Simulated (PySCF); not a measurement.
# C5HF3: the cost of one run

The runs use PySCF 2.14.0, with density-fitted response routines of our own; the level of theory stands in each step. All values are computed, except where a source is named. Atoms count from 0, in the outputs and in this text.

**1. The molecule as given**

9 atoms, charge 0, multiplicity 1; geometry from: GFN2-xTB. The atoms were then displaced at random by about 0.01 Å, so the start is not that level's minimum.

Bonds of the start (Å): C0–C1 1.23, C1–C2 1.37, C2–C3 1.15, C3–C4 1.49, C4–F5 1.36, C4–F6 1.34, C4–F7 1.34, C0–H8 1.02.

**2. Relaxing the molecule at PBE0-D3(BJ)/def2-SVP**

The job: settings as JSON, then the geometry in Å.

```
{"job": {"xc": "PBE0", "basis": "def2-SVP", "d3": "d3bj", "grid": 1, "shake": 0.01, "kind": "geom"}, "charge": 0, "multiplicity": 1}
C      3.201900    -0.120820    -0.365350
C      1.981920    -0.063310    -0.217260
C      0.622960    -0.019590    -0.049570
C     -0.519330     0.021460     0.114680
C     -1.993420     0.054040     0.293880
F     -2.348260     0.838140     1.342760
F     -2.496020    -1.160440     0.536620
F     -2.611750     0.555060    -0.778170
H      4.219830    -0.121700    -0.484090
```

Launch:

```sh
> OMP_NUM_THREADS=1 python probes_run.py task.json out
```

This one command runs all jobs of the session in turn.

Q: Estimate the wall time and peak memory of this first job on 1 thread of Arm Neoverse V1, shared host.

About 49 s, with a peak of 0.47 GiB.
